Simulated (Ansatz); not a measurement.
**Cl2GeH4OSi: basis-set convergence**

How large a basis does Cl2GeH4OSi need? Two functionals are run in growing sets.

Method: one geometry, several basis sets; program: Ansatz 0.2.0, Gaussian basis.

Plan: PBE0-D4/def2-SVP; ωB97M-V/def2-SVP; PBE0-D4/def2-QZVPP; ωB97M-V/def2-QZVPP; the functionals' def2-TZVPP values are taken from earlier runs.

## (1) The geometry

The geometry comes from an earlier relaxation with PBE0-D4 in a triple-zeta def2 set; it is a stationary point, not always the lowest conformer.

SMILES `Cl[SiH](Cl)[O][GeH3]`, 9 atoms, charge 0, spin multiplicity 1.

Atoms are counted from 1 here; the program's logs count them from 0.

Bond lengths: Cl1–Si2 2.048 Å, Si2–Cl3 2.045 Å, Si2–O4 1.603 Å, Si2–H6 1.469 Å, O4–Ge5 1.792 Å, Ge5–H7 1.534 Å, Ge5–H8 1.532 Å, Ge5–H9 1.531 Å. Angles: Cl1–Si2–Cl3 107.4°, Cl1–Si2–O4 110.5°, Cl1–Si2–H6 109.0°, Cl3–Si2–O4 110.8°, Cl3–Si2–H6 108.9°, O4–Si2–H6 110.2°, Si2–O4–Ge5 135.2°, O4–Ge5–H7 108.2°, O4–Ge5–H8 106.7°, O4–Ge5–H9 104.8°, H7–Ge5–H8 112.1°, H7–Ge5–H9 112.4°, H8–Ge5–H9 112.2°.

## (2) PBE0-D4 in def2-SVP

The input, in.yaml:

```yaml
crystal:
  periodic: [false, false, false]
  atoms:
    - {symbol: Cl, position_ang: [-1.700524, -1.243558, 1.514341]}
    - {symbol: Si, position_ang: [-0.695095, 0.520455, 1.247571]}
    - {symbol: Cl, position_ang: [0.915385, 0.504341, 2.508017]}
    - {symbol: O, position_ang: [-0.223414, 0.672101, -0.277399]}
    - {symbol: Ge, position_ang: [0.678292, -0.353398, -1.438478]}
    - {symbol: H, position_ang: [-1.577668, 1.634306, 1.619394]}
    - {symbol: H, position_ang: [1.606392, -1.277161, -0.639976]}
    - {symbol: H, position_ang: [-0.368028, -1.138534, -2.236744]}
    - {symbol: H, position_ang: [1.453159, 0.635146, -2.313624]}
basis:
  gaussian: {orbitals: def2-SVP}
hamiltonian: {xc: pbe0, dispersion: d4}
output: {orbitals: {seedname: orbitals}}
```

Further steps of the session: ωB97M-V in def2-SVP; PBE0-D4 in def2-QZVPP; ωB97M-V in def2-QZVPP.

Q: Predict the results of all the runs planned. Wanted: PBE0-D4: double and triple zeta above quadruple; ωB97M-V: double and triple zeta above quadruple.

As calculated:

| quantity | value |
| --- | --- |
| PBE0-D4: double and triple zeta above quadruple | 23.75, 2.37 eV |
| ωB97M-V: double and triple zeta above quadruple | 23.59, 2.28 eV |

**Reading.** PBE0-D4 gains 21.38 eV from double to triple zeta, then 2.37 eV more. These are total energies; as a rule much of such shifts cancels in differences, which this series doesn't test. The LUMO of ωB97M-V is positive and keeps falling with the basis (1.91 to 1.13 eV): an unbound level that the basis holds in place.
